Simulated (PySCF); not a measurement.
# [Re3O]+: relaxation and vibrations of the singlet

The task is one start of a wider search on [Re3O]+: the singlet, from a PBE minimum start. It is relaxed, tested by its Hessian and followed downhill if it is a saddle.

Method: PBE, basis O def2-SVP, Re def2-SVP with ECP60, scalar-relativistic core potentials, no spin–orbit coupling, density fitting; program: PySCF 2.14.0.

## 1. The starting structure

4 atoms, charge 1, spin multiplicity 1.

Bond lengths: O1–Re3 1.853 Å, O1–Re4 1.853 Å, Re2–Re3 2.228 Å, Re2–Re4 2.228 Å. Angles: Re3–O1–Re4 111.8°, Re3–Re2–Re4 87.1°, O1–Re3–Re2 80.6°, O1–Re4–Re2 80.6°.

Z-matrix (Å, degrees; charge 1 multiplicity 1):
```
O
Re 1 2.6535
Re 2 2.2278 1 43.53
Re 2 2.2278 1 43.53 3 180.00
```

## 2. First SCF at the start

One driver script runs all steps and calls PySCF; scf.py shows how it sets up the SCF of each step. The optimiser is the driver's own. After this first run the driver tries any further starts and a stability analysis.

scf.py

```python
from pyscf import gto, scf, dft
mol = gto.M(atom='''
O     -0.000000    -0.000000    -1.532925
Re     0.000000     0.000000     1.120577
Re     1.534258    -0.000000    -0.494656
Re    -1.534258     0.000000    -0.494656''',
    basis={'O': 'def2-SVP', 'Re': 'def2-SVP'},
    ecp={'Re': 'def2-SVP'},
    charge=1, spin=0)
mf = dft.RKS(mol, xc='PBE')
mf.grids.atom_grid = (50, 194)
aux = {'O': 'def2-universal-JKFIT', 'Re': 'def2-universal-JKFIT'}
mf = mf.density_fit(auxbasis=aux)
mf.conv_tol = 1e-08
mf.diis_space = 10
mf.max_cycle = 60
mf.init_guess = 'minao'
mf.verbose = 4
mf.kernel()
```

Command:

```
$ OMP_NUM_THREADS=2 python axn.py task.json out
```

The program printed (excerpt; [...] marks lines left out):

```text
[... the frontier levels of the middle cycles are left out ...]
init E= -273.868700839523
  HOMO = -0.803919646969477  LUMO = -0.795640379109488  gap/eV = 0.22529
cycle= 1 E= -308.782515491277  delta_E= -34.9  |g|= 2.14  |ddm|= 13.3
  HOMO = -0.240871013801378  LUMO = -0.17490732193475  gap/eV = 1.79496
cycle= 2 E= -294.61223135843  delta_E= 14.2  |g|= 6.76  |ddm|= 8.44
  HOMO = -0.26459757914815  LUMO = -0.24352633067065  gap/eV = 0.57338
cycle= 3 E= -304.702177448812  delta_E= -10.1  |g|= 4.15  |ddm|= 9.01
cycle= 4 E= -309.139794398699  delta_E= -4.44  |g|= 1.69  |ddm|= 6.42
cycle= 5 E= -308.674096939489  delta_E= 0.466  |g|= 2.28  |ddm|=  2.8
cycle= 6 E= -309.713924064792  delta_E= -1.04  |g|= 0.501  |ddm|= 2.02
cycle= 7 E= -309.707078007639  delta_E= 0.00685  |g|= 0.55  |ddm|= 0.568
cycle= 8 E= -309.711213991449  delta_E= -0.00414  |g|= 0.529  |ddm|= 0.0927
cycle= 9 E= -309.758657094348  delta_E= -0.0474  |g|= 0.214  |ddm|= 0.256
cycle= 10 E= -309.765837732699  delta_E= -0.00718  |g|= 0.101  |ddm|= 0.108
cycle= 11 E= -309.767634338276  delta_E= -0.0018  |g|= 0.0372  |ddm|= 0.0711
cycle= 12 E= -309.766870913744  delta_E= 0.000763  |g|= 0.0703  |ddm|= 0.108
cycle= 13 E= -309.767920849493  delta_E= -0.00105  |g|= 0.00718  |ddm|= 0.0802
cycle= 14 E= -309.767932173048  delta_E= -1.13e-05  |g|= 0.000214  |ddm|= 0.00764
cycle= 15 E= -309.767932172859  delta_E= 1.89e-10  |g|= 0.000252  |ddm|= 0.000642
cycle= 16 E= -309.767932186271  delta_E= -1.34e-08  |g|= 1.35e-05  |ddm|= 0.00022
cycle= 17 E= -309.767932186318  delta_E= -4.8e-11  |g|= 1.99e-06  |ddm|= 3.13e-05
  HOMO = -0.345956705719846  LUMO = -0.324875757411615  gap/eV = 0.57364
Extra cycle  E= -309.767932185904  delta_E= 4.15e-10  |g|= 4.39e-05  |ddm|= 5.23e-05
converged SCF energy = -309.767932185904
```

This step, with its further starts and checks, ran for 20 s (2 threads of Arm Neoverse V1, shared host).

No lower closed-shell solution turned up in the test of internal stability.

## 3. Relaxing the singlet from the PBE minimum start

The program finds C2v symmetry in the start, which this walk keeps. Threshold on the gradient: 0.0003 Eh/bohr, with a further test on the energy change.

Changes to scf.py since step 2:

```diff
@@ -3,4 +3,4 @@
-O     -0.000000    -0.000000    -1.532925
-Re     0.000000     0.000000     1.120577
-Re     1.534258    -0.000000    -0.494656
-Re    -1.534258     0.000000    -0.494656''',
+O      0.000000     0.000000    -1.532963
+Re     0.000000     0.000000     1.120539
+Re     1.534258     0.000000    -0.494694
+Re    -1.534258     0.000000    -0.494694''',
@@ -17 +16,0 @@
-mf.init_guess = 'minao'
```

Energy and gradient, step by step:

```csv
step,energy (Eh),change (kJ/mol),largest symmetric gradient (Eh/bohr)
0,-309.767932,0.00,0.00119
1,-309.767934,-0.01,0.00015
```

The walk took 12 s.

It settles in C2v symmetry, 0.0 kJ/mol below the start, after 1 steps: O–Re 1.853 Å (×2), Re–Re 2.227 Å (×2); O–Re–Re 80.5° (×2), Re–O–Re 111.8°, Re–Re–Re 87.1°.

## 4. Vibrations and properties at this point

The point is checked on the finer grid, and tightened if its gradient asks for it. The Hessian and the dipole derivatives come from central differences of analytic gradients, with steps of 0.02 bohr.

Changes to scf.py since step 3:

```diff
@@ -3,4 +3,4 @@
-O      0.000000     0.000000    -1.532963
-Re     0.000000     0.000000     1.120539
-Re     1.534258     0.000000    -0.494694
-Re    -1.534258     0.000000    -0.494694''',
+O      0.000000     0.000000    -1.532898
+Re     0.000000     0.000000     1.120592
+Re     1.534259     0.000000    -0.494641
+Re    -1.534259     0.000000    -0.494641''',
@@ -11 +11 @@
-mf.grids.atom_grid = (50, 194)
+mf.grids.atom_grid = (75, 302)
@@ -14 +14 @@
-mf.conv_tol = 1e-08
+mf.conv_tol = 1e-10
```

This SCF starts from the last density.

Log of the central SCF (cycles and frontier levels):

```text
init E= -309.767400979635
  HOMO = -0.345955121540774  LUMO = -0.324871676283633  gap/eV = 0.57371
cycle= 1 E= -309.767400976259  delta_E= 3.38e-09  |g|= 0.000129  |ddm|= 0.000101
  HOMO = -0.345967917555795  LUMO = -0.324865167273253  gap/eV = 0.57424
cycle= 2 E= -309.767400488554  delta_E= 4.88e-07  |g|= 0.00155  |ddm|= 0.00125
  HOMO = -0.345956430730747  LUMO = -0.324870997388331  gap/eV = 0.57376
cycle= 3 E= -309.767400933511  delta_E= -4.45e-07  |g|= 0.000463  |ddm|= 0.00141
  HOMO = -0.345956053863209  LUMO = -0.324871156215329  gap/eV = 0.57375
cycle= 4 E= -309.767400979337  delta_E= -4.58e-08  |g|= 4.02e-05  |ddm|= 0.000546
  HOMO = -0.345956015023511  LUMO = -0.324871044273863  gap/eV = 0.57375
cycle= 5 E= -309.767400979665  delta_E= -3.28e-10  |g|= 8.86e-07  |ddm|= 3.49e-05
  HOMO = -0.345956087406026  LUMO = -0.324871120661947  gap/eV = 0.57375
cycle= 6 E= -309.767400979663  delta_E= 1.82e-12  |g|= 1.76e-07  |ddm|= 2.04e-06
  HOMO = -0.345956063455914  LUMO = -0.324871106932851  gap/eV = 0.57375
Extra cycle  E= -309.767400979664  delta_E= -2.27e-13  |g|= 8.63e-07  |ddm|= 9.67e-07
converged SCF energy = -309.767400979664
```

The whole step took 2.1 min.

Geometry: C2v; O–Re 1.853 Å (×2), Re–Re 2.228 Å (×2); O–Re–Re 80.6° (×2), Re–O–Re 111.8°, Re–Re–Re 87.1°.

Harmonic modes (main isotopes):

```tsv
symmetry	ω (cm⁻¹)	IR (km/mol)	μ (u)
b2	233	2.1	168.69
a1	237	0.3	167.88
b1	284	17.9	18.17
a1	303	0.7	174.19
a1	667	10.3	16.68
b2	685	0.0	17.06
```

Every mode is real; the point is a minimum.

Properties at this point:

```yaml
Dipole_moment_about_the_centre_of_mass: 1.65 D
Highest_occupied_level: -9.41 eV
Lowest_empty_level: -8.84 eV
Rotational_constants: 0.04633, 0.01915, 0.01355 cm⁻¹
Zero-point_energy: 14.4 kJ/mol
Principal_polarisabilities: 87.0, 96.6, 161.0 bohr³
Principal_traceless_quadrupole_moments_about_the_centre_of_mass: -18.47, 0.87, 17.59 D Å
Entropy_at_298.15_K_and_1_bar: 343.6 J/(mol K)
Heat_capacity_Cp_at_298.15_K: 69.6 J/(mol K)
Enthalpy_at_298.15_K_above_0_K: 15.48 kJ/mol
Rotational_symmetry_number: 2
```

Populations by atom (charges in e):

```json
{"atom": "O1", "Mulliken": "-0.33", "Löwdin": "0.10", "polar tensor": "-0.30", "Mayer order to O1": "–"}
{"atom": "Re2", "Mulliken": "0.23", "Löwdin": "0.28", "polar tensor": "0.38", "Mayer order to O1": "0.07"}
{"atom": "Re3,4", "Mulliken": "0.55", "Löwdin": "0.31", "polar tensor": "0.46", "Mayer order to O1": "1.21"}
```

Outer orbital energies (eV). occupied: -12.85, -12.14, -12.01, -11.87, -11.06, -9.96, -9.52, -9.41; empty: -8.84, -8.55, -8.05, -7.92.

Mulliken populations on O1: s 3.87, p 4.44, d 0.02.

## 5. Stability of the closed shell

At the lowest minimum the closed shell is tested against spin polarisation, on the (50, 194) grid. It is unstable: an open-shell solution lies lower. That solution was not followed to a minimum here.

## 6. Outcome

| quantity | value |
| --- | --- |
| minimum | singlet, C2v (closed shell, unstable towards spin polarisation) |
| geometry | O–Re 1.853 Å (×2), Re–Re 2.228 Å (×2); O–Re–Re 80.6° (×2), Re–O–Re 111.8°, Re–Re–Re 87.1° |
| wavenumbers (cm⁻¹) | 233 (b2), 237 (a1), 284 (b1), 303 (a1), 667 (a1), 685 (b2) |
| dipole moment (centre of mass) | 1.65 D |
| highest occupied, lowest empty level | -9.41, -8.84 eV |
| polar-tensor charge of O1 | -0.30 e |
| zero-point energy | 14.4 kJ/mol |

The molecule stays C2v, as typed, and the end point is a minimum. The strongest infrared band lies at 284 cm⁻¹ (b1). Other starts or spin states, not run here, may lie lower. A stability analysis at the minimum finds the closed shell unstable towards spin polarisation: an open-shell solution lies lower, and these values are not those of the lowest state. With an element this heavy the missing spin–orbit coupling can shift these numbers.

The search up to here ran for 3.5 min (2 threads of Arm Neoverse V1, shared host).
